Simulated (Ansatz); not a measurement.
## C2H2Se, SMILES C=C=[Se]: a ladder of methods at one geometry, step by step

Program: the Python package of Ansatz (0.2.0).

At the Python prompt:
```pycon
>>> import ansatz as az
>>> GEOMETRY = """
... C     0.51930   -0.51280   -0.17920
... C    -0.41310    0.42580    0.15150
... Se   -1.80480    1.68990    0.67480
... H     1.39560   -0.17560   -0.80010
... H     0.35290   -1.50090    0.11160
... """
>>> system = az.Crystal.molecule()
>>> for line in GEOMETRY.strip().splitlines():
...     symbol, *xyz = line.split()
...     system = system.atom(symbol, [float(v) for v in xyz])
...
>>> job = system.calculation().basis(gaussian="def2-SVP")
>>> methods = ["mp2", "ccsd", "ccsd_t"]
>>> reports = [job.correlation(m).run(threads=1).report for m in methods]
RunWarning: the results are in doubt because among natural orbitals full CI differs from the method by -0.104 eV
>>> print(f"Hartree-Fock reference {reports[0]['reference_energy_ev'] / 27.211386246:.6f} Ha")
Hartree-Fock reference -2476.278981 Ha
>>> best = reports[-1]["free_energy_ev"] - reports[-1]["reference_energy_ev"]
>>> for method, each in zip(methods, reports):
...     gained = each["free_energy_ev"] - each["reference_energy_ev"]
...     print(f"{method:8s} total {each['free_energy_ev'] / 27.211386246:.6f} Ha  correlation {gained:9.4f} eV  ({100 * gained / best:.1f} % of the last)")
...
mp2      total -2476.772027 Ha  correlation  -13.4165 eV  (91.4 % of the last)
ccsd     total -2476.793314 Ha  correlation  -13.9957 eV  (95.4 % of the last)
ccsd_t   total -2476.818167 Ha  correlation  -14.6720 eV  (100.0 % of the last)
```

Reading the output:
- Total energies depend on the basis set; only differences at equal settings carry meaning.
- Warnings are shown shortened and without file and line.
- The geometry is a force-field or estimated start, not a minimum of this method, and the basis set is short of its limit. A lower total doesn't mark the better method: functionals have no common bound, and MP2 and coupled cluster aren't variational.
- Inner cores stay frozen; a filled d shell under the valence of the heavier atoms is correlated with it.
- Run time: 12 s on 1 thread of Intel(R) Xeon(R) Platinum 8488C (Sapphire Rapids), with other jobs on the host, peak memory 0.24 GiB.

(Lines on the test bed's own set-up are left out of the output.)
